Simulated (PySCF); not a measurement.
# The bond of CsAs+, level by level

One table from this session's results is given with a row withheld; the runs are named, their logs left out.

Computed with PySCF 2.14.0. Level: Cs def2-SVP with ECP46, As def2-SVP, scalar-relativistic core potentials.

Set-up of the first run:

The job is set up so:

- atoms: Cs, As
- charge: 1
- basis: Cs def2-SVP with ECP46, As def2-SVP
- Hamiltonian: scalar-relativistic core potentials
- basis functions: 56
- electrons treated: 41
- masses in u: 132.9054, 74.9216
- levels: PBE0, PBE, r²SCAN, B97-3, revPBE, B2PLYP, HSE06, HF, MP2, SCS-MP2, CCSD, CCSD(T)
- grid: 80 radial by 434 angular points
- occupations: held fixed by the projection of orbital angular momentum
- dissociation limit: Cs+ + As, each in its ground configuration
- starting distance in angstrom: 3.480
- values of 2S to try: 1, 3

The run is started by

```
> OMP_NUM_THREADS=1 python dia.py task.json out
```

Among the steps run: Set-up; PBE0 along the bond; Other states along the same grid; PBE (GGA); r²SCAN; B97-3 (global hybrid GGA); revPBE (GGA); B2PLYP (double hybrid); HSE06 (range-separated hybrid); UHF (mean field); MP2 and coupled cluster.

One table of the session follows, with a row left open; its other results are not shown here.

It belongs to the step «The curves together». Energy (eV) from each level's lowest point:

```
R (Å)    UHF  UHF-MP2  UHF-SCS-MP2  UHF-CCSD  UHF-CCSD(T)
3.498  0.167    0.107        0.117       n/a          n/a
3.661  0.086    0.045        0.051     0.047        0.045
3.824  0.040    0.014        0.017     0.015        0.014
3.946      ?        ?            ?         ?            ?
4.068  0.008    0.000        0.000     0.000        0.000
4.190  0.002    0.001        0.000     0.001        0.001
4.353  0.000    0.007        0.005     0.007        0.007
4.556  0.003    0.018        0.014     0.017        0.018
4.800  0.011    0.032        0.026     0.031        0.032
5.126  0.023    0.049        0.042       n/a          n/a
```

**Question.** Estimate the row for R (Å) = 3.946.

Worked estimate for «UHF». A straight line through the neighbours (3.824, 0.040) and (4.068, 0.008) gives 0.040 + (0.008 − 0.040) × (3.946 − 3.824) / (4.068 − 3.824) = 0.024; a parabola fitted to 4 rows on both sides gives 0.019.

As computed: UHF: 0.019; UHF-MP2: 0.003; UHF-SCS-MP2: 0.005; UHF-CCSD: 0.004; UHF-CCSD(T): 0.003. In «UHF» the line misses by +0.005 and the parabola by 0.000.

To keep in mind: The bond is weak, and basis-set superposition, which was not computed, may be a sizeable part of it.
